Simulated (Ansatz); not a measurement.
# SiGe3C4: the cost of one run

Program: Ansatz 0.2.0. Level of theory: DFT PBE, scalar-relativistic, plane waves, PAW. These are calculated values, not measurements.

1 further run of the same task is left out (set aside as unsound or not needed).

### 1 The starting structure

It takes space group P3m1 (No. 156, trigonal). Conventional cell: a = 3.209 Å, b = 3.209 Å, c = 10.563 Å, α = 90.00°, β = 90.00°, γ = 120.00°. Si (site symmetry 3m) has 4 C at 1.90 to 1.95 Å as nearest neighbours. Ge (site symmetry 3m) has 4 C at 1.97 to 2.00 Å as nearest neighbours. Around Ge (site symmetry 3m) lie 4 C at 1.97 to 2.02 Å. Around Ge (site symmetry 3m) lie 4 C at 1.98 to 2.00 Å. C (site symmetry 3m) is surrounded by 4 Ge at 1.97 to 2.00 Å. Around C (site symmetry 3m) lie 1 Si at 1.90 Å and 3 Ge at 1.98 Å. Around C (site symmetry 3m) lie 3 Si at 1.95 Å and 1 Ge at 2.02 Å.

Structure file:

```cif
data_structure
_symmetry_space_group_name_H-M 'P 1'
_symmetry_Int_Tables_number 1
_cell_length_a 3.2090
_cell_length_b 3.2090
_cell_length_c 10.5627
_cell_angle_alpha 90.000
_cell_angle_beta 90.000
_cell_angle_gamma 120.000
_cell_volume 94.20
loop_
_atom_site_label
_atom_site_type_symbol
_atom_site_fract_x
_atom_site_fract_y
_atom_site_fract_z
_atom_site_occupancy
Si1 Si 0.33333 0.66667 0.50342 1
Ge1 Ge 0.33333 0.66667 0.00217 1
Ge2 Ge 0.66667 0.33333 0.25608 1
Ge3 Ge 0.66667 0.33333 0.74865 1
C1 C 0.33333 0.66667 0.19155 1
C2 C 0.33333 0.66667 0.68330 1
C3 C 0.66667 0.33333 0.44691 1
C4 C 0.66667 0.33333 0.93793 1
```

It is the end of an earlier relaxation with the same method, from a generated guess; it needn't be the stable form of this composition. At a tolerance of 0.02 Å it has space group P3m1 (No. 156); it has 11.77 Å³/atom, an uncorrected energy of +0.30 eV/atom over the elements.

### 2 Electronic structure at the relaxed geometry

Contents of input.yaml:

```yaml
crystal:
  lattice:
    - [3.2089682278, 0.0, 0.0]
    - [-1.6044841139, 2.7790480052, 0.0]
    - [0.0, 0.0, 10.5626922319]
  atoms:
    - { symbol: Si, position: [0.3333333333, 0.6666666667, 0.5034200453] }
    - { symbol: Ge, position: [0.3333333333, 0.6666666667, 0.0021676122] }
    - { symbol: Ge, position: [0.6666666667, 0.3333333333, 0.2560762274] }
    - { symbol: Ge, position: [0.6666666667, 0.3333333333, 0.748650394] }
    - { symbol: C, position: [0.3333333333, 0.6666666667, 0.1915497825] }
    - { symbol: C, position: [0.3333333333, 0.6666666667, 0.683295906] }
    - { symbol: C, position: [0.6666666667, 0.3333333333, 0.4469141962] }
    - { symbol: C, position: [0.6666666667, 0.3333333333, 0.9379258364] }
basis:
  ecutwfc: 420
kpoints:
  mp_grid: { grid: [12, 12, 4] }
  band_path:
    path:
      - [[0.0, 0.0, 0.0], [0.5, 0.0, 0.0], [0.33333333, 0.33333333, 0.0], [0.0, 0.0, 0.0], [0.0, 0.0, 0.5], [0.5, 0.0, 0.5], [0.33333333, 0.33333333, 0.5], [0.0, 0.0, 0.5]]
      - [[0.5, 0.0, 0.5], [0.5, 0.0, 0.0]]
      - [[0.33333333, 0.33333333, 0.5], [0.33333333, 0.33333333, 0.0]]
    npoints: 14
hamiltonian:
  xc: pbe
scf:
  occupations: { method: gaussian, width: 0.02 }
  n_extra_bands: 20
output:
  forces: true
  stress: true
  eigenvalues: true
  populations: true
  dos: { projected: true, de: 0.02, nscf_kmesh: { grid: [18, 18, 6] } }
  bader: true
  write_density: true
  write_potential: true
  elf: true
  volumetric_format: npy
```

Run with:

```
> ansatz run input.yaml --threads 1 --pin off --max-ram 2560MiB --backend cpu --events-out ev --progress --plain --runs-dir out
```

What time and memory should one allow on 1 thread of Arm Neoverse V2, shared host?

About 3.8 min, with a peak of 0.75 GiB.
